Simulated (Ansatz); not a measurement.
# H₂InOS−: one structure at several levels

Aim: energy, forces and dipole at a structure displaced at random from a GFN2-xTB minimum, from CCSD(T) and from density functionals.

Method: single points in def2-TZVPPD; program: Ansatz 0.2.0, Gaussian basis.

Cores are frozen in the correlated methods. Filled d shells of the heavier atoms are correlated. Core potentials replace the inner electrons past krypton, and spin-orbit coupling is left out. B3LYP uses VWN-RPA correlation.

### Step 1. Starting geometry

SMILES `[O-][InH][SH]`, 5 atoms, charge -1, spin multiplicity 1.

Atoms are counted from 1 here; the program's logs count them from 0.

Bond lengths: O1–In2 1.845 Å, In2–S3 2.580 Å, In2–H4 2.079 Å, S3–H5 1.544 Å. Angles: O1–In2–S3 113.2°, O1–In2–H4 143.1°, S3–In2–H4 100.4°, In2–S3–H5 77.9°.

Coordinates:

| atom | x (Å) | y (Å) | z (Å) |
| --- | --- | --- | --- |
| O1 | -1.30410 | -0.95920 | 1.31450 |
| In2 | -0.67700 | -0.27460 | -0.27960 |
| S3 | 1.70100 | 0.70970 | -0.09810 |
| H4 | -1.28490 | 0.54700 | -2.09010 |
| H5 | 1.51710 | 0.05300 | 1.28660 |

### Step 2. CCSD(T)/def2-TZVPPD

The input, run/in.yaml:

```yaml
crystal:
  periodic: [false, false, false]
  atoms:
    - {symbol: O, position_ang: [-1.304100, -0.959200, 1.314500]}
    - {symbol: In, position_ang: [-0.677000, -0.274600, -0.279600]}
    - {symbol: S, position_ang: [1.701000, 0.709700, -0.098100]}
    - {symbol: H, position_ang: [-1.284900, 0.547000, -2.090100]}
    - {symbol: H, position_ang: [1.517100, 0.053000, 1.286600]}
basis:
  gaussian: {orbitals: "def2-TZVPPD.json"}
total_charge: -1
correlation: {method: ccsd_t}
output: {forces: true}
```

The basis file named in the input lies beside it (Basis Set Exchange, JSON).

The command line of these runs was not kept.

### Step 3. PBE0-D4/def2-TZVPPD

run/in.yaml: that of step 2 with these lines changed.

```diff
@@ -11,3 +11,3 @@
 total_charge: -1
-correlation: {method: ccsd_t}
-output: {forces: true}
+hamiltonian: {xc: pbe0, dispersion: d4}
+output: {forces: true, orbitals: {seedname: orbitals}}
```

### Step 4. wB97M-V/def2-TZVPPD

run/in.yaml: that of step 3 with these lines changed.

```diff
@@ -11,3 +11,3 @@
 total_charge: -1
-hamiltonian: {xc: pbe0, dispersion: d4}
-output: {forces: true, orbitals: {seedname: orbitals}}
+hamiltonian: {xc: {name: wB97M-V}}
+output: {forces: true}
```

### Step 5. r2SCAN-D4/def2-TZVPPD

run/in.yaml: that of step 4 with these lines changed.

```diff
@@ -11,3 +11,3 @@
 total_charge: -1
-hamiltonian: {xc: {name: wB97M-V}}
+hamiltonian: {xc: r2scan, dispersion: d4}
 output: {forces: true}
```

### Step 6. PBE-D4/def2-TZVPPD

run/in.yaml: that of step 5 with these lines changed.

```diff
@@ -11,3 +11,3 @@
 total_charge: -1
-hamiltonian: {xc: r2scan, dispersion: d4}
+hamiltonian: {xc: pbe, dispersion: d4}
 output: {forces: true}
```

### Step 7. B3LYP-D4/def2-TZVPPD

run/in.yaml: that of step 6 with these lines changed.

```diff
@@ -11,3 +11,3 @@
 total_charge: -1
-hamiltonian: {xc: pbe, dispersion: d4}
+hamiltonian: {xc: {name: B3LYP}, dispersion: d4}
 output: {forces: true}
```

### Step 8. BHLYP-D4/def2-TZVPPD

run/in.yaml: that of step 7 with these lines changed.

```diff
@@ -11,3 +11,3 @@
 total_charge: -1
-hamiltonian: {xc: {name: B3LYP}, dispersion: d4}
+hamiltonian: {xc: {name: BHLYP}, dispersion: d4}
 output: {forces: true}
```

(Steps that only read results are left out.)

**Question.** What will these runs give? Wanted: RMS force component; RMS force error; HOMO and LUMO, PBE0-D4; T1 diagnostic.

As calculated:

| quantity | value |
| --- | --- |
| RMS force component | 1.499 to 1.621 eV/Å over the methods |
| RMS force error | PBE0-D4 0.207, wB97M-V 0.185, r2SCAN-D4 0.138, PBE-D4 0.171, B3LYP-D4 0.145, BHLYP-D4 0.287 eV/Å |
| HOMO and LUMO, PBE0-D4 | -1.81 and 2.55 eV |
| T1 diagnostic | 0.025 |

For forces r2SCAN-D4 does best and BHLYP-D4 worst. Frozen-core CCSD(T) forces in triple zeta carry basis errors of their own, and this is one geometry, so small gaps rank nothing. The T1 diagnostic is large here, over the usual mark for main-group molecules (transition-metal compounds often pass it harmlessly), so CCSD(T) itself may be off.
